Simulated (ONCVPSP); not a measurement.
**Pseudopotential generation for germanium: ONCV, PBE**

Task: generate the file, and judge it by its errors in other configurations, its logarithmic derivatives, its ghosts and its cutoff.

Program: ONCVPSP 4.0.1.1 (patched build). Reference atom: PBE, scalar-relativistic, spherical and spin-unpolarised. All values are calculated.

## (1) Starting point

The settings as typed:

* element: germanium (Ge, Z = 32)
* type: optimised norm-conserving Vanderbilt (ONCV)
* frozen core: [Ar]
* valence charge: 14
* reference configuration: 3d10 4s2 4p1.75 (charge +0.25)
* partial waves: 4s: rc 1.85 bohr, ncon 4, nbas 7, qcut 3.8 1/bohr, 3 projectors, debl 0.4 Ha; 4p: rc 2.15 bohr, ncon 4, nbas 9, qcut 3.7 1/bohr, 2 projectors, debl 2 Ha; 3d: rc 1.15 bohr, ncon 3, nbas 7, qcut 16.2 1/bohr, local
* local potential: the d channel
* core correction: not asked for

The nodes and maxima of the atom's own shells, from an earlier all-electron run, set the scale for the radii.

All-electron outer shells of the reference configuration (PBE, scalar-relativistic, ld1.x):

| shell | level (eV) | outermost node (bohr) | outermost maximum (bohr) |
| --- | --- | --- | --- |
| 3s | -170.53 | 0.26 | 0.54 |
| 3p | -117.66 | 0.23 | 0.54 |
| 3d | -31.35 | – | 0.50 |
| 4s | -13.61 | 0.77 | 1.73 |
| 4p | -5.59 | 0.82 | 2.19 |

## (2) The generation run

File Ge.dat:

```
# ATOM AND REFERENCE CONFIGURATION
# atsym  z   nc   nv     iexc    psfile
  Ge 32.00    5    3        4      upf
#
#   n    l    f
    1    0    2.00
    2    0    2.00
    2    1    6.00
    3    0    2.00
    3    1    6.00
    3    2   10.00
    4    0    2.00
    4    1    1.75
#
# PSEUDOPOTENTIAL AND OPTIMIZATION
# lmax
    2
#
#   l,   rc,      ep,       ncon, nbas, qcut
    0    1.85    0.00    4    7    3.80
    1    2.15    0.00    4    9    3.70
    2    1.15    0.00    3    7   16.20
#
# LOCAL POTENTIAL
# lloc, lpopt,  rc(5),   dvloc0
    2    5    1.15    0.00
#
# VANDERBILT-KLEINMAN-BYLANDER PROJECTORs
# l, nproj, debl
    0    3    0.40
    1    2    2.00
    2    0    3.00
#
# MODEL CORE CHARGE
# icmod, fcfact, rcfact
    0    0.00    0.00
#
# LOG DERIVATIVE ANALYSIS
# epsh1, epsh2, depsh
   -3.00    5.00    0.02
#
# OUTPUT GRID
# rlmax, drl
    6.00    0.01
#
# TEST CONFIGURATIONS
# ncnf
    4
# nvcnf
#   n    l    f
    3
    3    2   10.00
    4    0    2.00
    4    1    2.00
#
    3
    3    2   10.00
    4    0    2.00
    4    1    1.00
#
    3
    3    2   10.00
    4    0    2.00
    4    1    0.00
#
    3
    3    2   10.00
    4    0    1.00
    4    1    2.00
#
```

Started as:

```sh
$ oncvpsp.x < Ge.dat > Ge.out
```

Before running it: what results should come out? Wanted: cutoffs for 1 and 0.1 mHa per electron, occupied waves; bound ghosts; GHOST(+) flags; largest test error; largest phase difference near zero energy, channels read; projector energies reset by the program.

The runs gave:

| quantity | value |
| --- | --- |
| cutoffs for 1 and 0.1 mHa per electron, occupied waves | 92 Ha and 104 Ha |
| bound ghosts | s at -201331.35 eV, s at -256.66 eV, p at -48.43 eV |
| GHOST(+) flags | s at 911 eV |
| largest test error (AE − PS) | -4.8 meV, for 3d10 4s2 4p0 |
| largest phase difference near zero energy, channels read | 0.034 rad |
| projector energies reset by the program | s: -0.500, 0.250, 0.650 Ha |

It has a bound ghost (s, p), a state that the atom doesn't have, and that rules the file out. By total energies transferability is very good: the largest error is 4.8 meV on 21.7 eV, for 3d10 4s2 4p0. Atomic tests can pass in spite of a ghost, since they solve only for the levels asked. The potential is very hard: the looser tolerance needs 92 Ha. At the looser tolerance the 3d wave is the slowest; 4s needs 10 Ha. Near zero energy the largest phase difference among the channels read is 0.03 rad, in the d channel. The program also flags highly localised states, GHOST(+) (s). These are tests on the free atom; a crystal test is still owed.
